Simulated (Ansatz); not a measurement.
# Cl₃FMoO: a ladder of functionals and wavefunction methods

An exercise on one series of results from a longer session: the logs are not shown, and one member is left open.

Program: Ansatz 0.2.0, Gaussian basis. Level of theory: functionals in def2-TZVPP, the program's frozen cores in correlated methods. These are calculated values, not measurements.

Plan: LDA (SPW92), PBE-D4, revPBE-D4, BLYP-D4, r2SCAN-D4, B97M-V, PBE0-D4, B3LYP-D4, r2SCANh-D4, r2SCAN0-D4, HSE06-D4, BHLYP-D4, CAM-B3LYP-D4, LC-ωPBE, ωB97X-V, ωB97M-V, B2PLYP, PBE-QIDH; CCSD(T)/def2-SVP; CCSD(T)/def2-TZVPP; MP2/def2-QZVPP; extrapolation to the limit; RPA on PBE.

**The geometry**

An earlier PBE0-D4 in a triple-zeta def2 set relaxation fixed the geometry. Mo takes the def2 core potential; no spin-orbit term is included.

SMILES `[O]=[Mo]([F])([Cl])([Cl])[Cl]`, 6 atoms, charge 0, spin multiplicity 1.

Atoms are counted from 1 here; the program's logs count them from 0.

Bond lengths: O1–Mo2 1.638 Å, Mo2–F3 1.848 Å, Mo2–Cl4 2.270 Å, Mo2–Cl5 2.269 Å, Mo2–Cl6 2.270 Å. Angles: O1–Mo2–F3 104.7°, O1–Mo2–Cl4 105.7°, O1–Mo2–Cl5 102.7°, O1–Mo2–Cl6 105.7°, F3–Mo2–Cl4 84.6°, F3–Mo2–Cl5 152.6°, F3–Mo2–Cl6 84.6°, Cl4–Mo2–Cl5 88.0°, Cl4–Mo2–Cl6 148.5°, Cl5–Mo2–Cl6 88.0°.

As a file:

```
O    -1.70850   -0.10929    0.20300
Mo   -0.07982   -0.03018    0.05024
F     0.57130   -0.52607    1.70717
Cl    0.57797   -2.10572   -0.59331
Cl    0.18575    0.63602   -2.10240
Cl    0.49540    2.07114    0.68920
```

Set-up of the first run:

in.yaml reads:

```yaml
crystal:
  periodic: [false, false, false]
  atoms:
    - {symbol: O, position_ang: [-1.708505, -0.109294, 0.203001]}
    - {symbol: Mo, position_ang: [-0.079822, -0.030182, 0.050239]}
    - {symbol: F, position_ang: [0.571304, -0.526067, 1.707168]}
    - {symbol: Cl, position_ang: [0.577969, -2.105717, -0.593311]}
    - {symbol: Cl, position_ang: [0.185753, 0.636022, -2.102395]}
    - {symbol: Cl, position_ang: [0.495401, 2.071138, 0.689196]}
basis:
  gaussian: {orbitals: def2-TZVPP}
hamiltonian: {xc: lda}
output: {orbitals: {seedname: orbitals}}
```

On the command line:

```sh
$ ansatz run in.yaml --threads 4 --pin off --events-out ev --progress --plain --max-ram 10444MiB
```

Among the steps run: LDA; PBE-D4 (GGA); revPBE-D4 (GGA); BLYP-D4 (GGA); r2SCAN-D4 (meta-GGA); B97M-V (meta-GGA); PBE0-D4 (hybrid); B3LYP-D4 (hybrid); r2SCANh-D4 (hybrid); r2SCAN0-D4 (hybrid); HSE06-D4 (hybrid); BHLYP-D4 (hybrid); CAM-B3LYP-D4 (range-separated); LC-ωPBE (range-separated); ωB97X-V (range-separated); ωB97M-V (range-separated); B2PLYP (double hybrid); PBE-QIDH (double hybrid).

One table of the session follows, with a row left open; its other results are not shown here.

It belongs to the step «Frontier levels by functional». 

```
  functional  HOMO (eV)  LUMO (eV)  gap (eV)
 LDA (SPW92)      -8.05      -6.16      1.89
      PBE-D4      -7.87      -5.94      1.93
   revPBE-D4      -7.80      -5.86      1.94
     BLYP-D4      -7.70      -5.82      1.88
   r2SCAN-D4      -8.24      -6.07      2.17
      B97M-V      -8.32      -6.06      2.26
     PBE0-D4      -9.24      -5.44      3.79
    B3LYP-D4      -8.96      -5.60      3.36
  r2SCANh-D4      -8.73      -5.85      2.88
  r2SCAN0-D4      -9.48      -5.50      3.98
    HSE06-D4      -8.84      -5.81      3.03
    BHLYP-D4     -10.46      -4.71      5.76
CAM-B3LYP-D4     -10.55      -4.47      6.07
     LC-ωPBE          ?          ?         ?
     ωB97X-V     -11.55      -3.47      8.08
     ωB97M-V     -11.39      -3.44      7.95
```

**Question.** Estimate the row for LC-ωPBE.

**Answer.** HOMO (eV): -11.92; LUMO (eV): -3.45; gap (eV): 8.46. In the column «HOMO (eV)» it is the lowest.
